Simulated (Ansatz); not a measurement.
# CH8Si2Te: up Jacob's ladder to CCSD(T)

Aim: compute CH8Si2Te with functionals from several rungs and with coupled cluster, and see how far each lands from CCSD(T) at the basis-set limit for the atomisation energy.

Program: Ansatz 0.2.0, Gaussian basis. Level of theory: functionals in def2-TZVPP, the program's frozen cores in correlated methods. These are calculated values, not measurements.

Levels to be run: PBE-D4, r2SCAN-D4, PBE0-D4, B3LYP-D4, ωB97X-V, ωB97M-V, B2PLYP; CCSD(T)/def2-TZVPP; MP2/def2-QZVPP; extrapolation to the limit.

### Step 1. The geometry

All runs share one geometry, relaxed beforehand with PBE0-D4 in a triple-zeta def2 set. Te takes the def2 core potential; no spin-orbit term is included.

12 atoms, charge 0, spin multiplicity 1.

Atoms are counted from 1 here; the program's logs count them from 0.

Bond lengths: Si1–C2 1.878 Å, Si1–H5 1.484 Å, Si1–H6 1.489 Å, Si1–H7 1.488 Å, C2–Si3 1.867 Å, C2–H8 1.096 Å, C2–H9 1.094 Å, Si3–Te4 2.499 Å, Si3–H10 1.486 Å, Si3–H11 1.486 Å, Te4–H12 1.659 Å. Angles: C2–Si1–H5 110.7°, C2–Si1–H6 109.8°, C2–Si1–H7 110.3°, H5–Si1–H6 108.6°, H5–Si1–H7 109.0°, H6–Si1–H7 108.3°, Si1–C2–Si3 114.5°, Si1–C2–H8 109.2°, Si1–C2–H9 109.0°, Si3–C2–H8 107.5°, Si3–C2–H9 109.4°, H8–C2–H9 107.0°, C2–Si3–Te4 112.8°, C2–Si3–H10 110.4°, C2–Si3–H11 111.0°, Te4–Si3–H10 103.4°, Te4–Si3–H11 109.9°, H10–Si3–H11 109.1° and more.

### Step 2. PBE-D4 (GGA)

in.yaml reads:

```yaml
crystal:
  periodic: [false, false, false]
  atoms:
    - {symbol: Si, position_ang: [-0.388673, 1.677779, 0.053978]}
    - {symbol: C, position_ang: [-0.143941, 0.050956, 0.959025]}
    - {symbol: Si, position_ang: [0.868857, -1.209864, 0.026097]}
    - {symbol: Te, position_ang: [0.102197, -1.515497, -2.332842]}
    - {symbol: H, position_ang: [-1.484823, 1.565958, -0.939503]}
    - {symbol: H, position_ang: [-0.736875, 2.749361, 1.026919]}
    - {symbol: H, position_ang: [0.862875, 2.071564, -0.646985]}
    - {symbol: H, position_ang: [0.364159, 0.241278, 1.911811]}
    - {symbol: H, position_ang: [-1.123507, -0.374891, 1.197823]}
    - {symbol: H, position_ang: [2.270052, -0.738150, -0.124694]}
    - {symbol: H, position_ang: [0.869840, -2.518170, 0.731580]}
    - {symbol: H, position_ang: [-1.383061, -2.055523, -1.829209]}
basis:
  gaussian: {orbitals: def2-TZVPP}
hamiltonian: {xc: pbe, dispersion: d4}
output: {forces: true, orbitals: {seedname: orbitals}}
```

Started as:

```console
$ ansatz run in.yaml --threads 4 --pin off --events-out ev --progress --plain --max-ram 10444MiB
```

The runs that follow: r2SCAN-D4 (meta-GGA); PBE0-D4 (hybrid); B3LYP-D4 (hybrid); ωB97X-V (range-separated); ωB97M-V (range-separated); B2PLYP (double hybrid); CCSD(T) in def2-TZVPP; MP2 in def2-QZVPP.

Before running them: what should the planned runs give, taken together? Wanted: atomisation energy, CCSD(T)/CBS; farthest; mean size of error, hybrid; mean size of error, range-separated; gap, smallest and largest; T1 diagnostic; triples share of the correlation energy.

**Answer**, as computed:

| quantity | value |
| --- | --- |
| atomisation energy, CCSD(T)/CBS | 3719.5 kJ/mol |
| functionals within 37.2 kJ/mol (1.0 %) | PBE-D4, r2SCAN-D4, B3LYP-D4, ωB97X-V, ωB97M-V |
| farthest | B2PLYP (-80.1 kJ/mol) |
| mean size of error, hybrid | 34.9 kJ/mol |
| mean size of error, range-separated | 14.3 kJ/mol |
| gap, smallest and largest | 4.09 eV (PBE-D4), 10.11 eV (ωB97X-V) |
| T1 diagnostic | 0.0109 |
| triples share of the correlation energy | 3.0 % |

PBE-D4 is off by -33.7 kJ/mol. Double hybrids carry the basis error of their MP2 part in triple zeta, and no dispersion term here, so their miss is partly the set-up's. Misses under about 37.2 kJ/mol are within the doubt on the reference itself, which lacks core-valence correlation, spin-orbit coupling and higher excitations, and its outer-core shells are covered unevenly. All levels share the lack of spin-orbit coupling, which lowers the free heavy atoms and so the true binding. Hartree-Fock recovers 75 % of the binding; the rest is correlation. The gap grows from 4.1 to 10.1 eV across the functionals, mostly with the share of exact exchange. Correlated methods include outer-core shells of Te, which these sets cover unevenly.
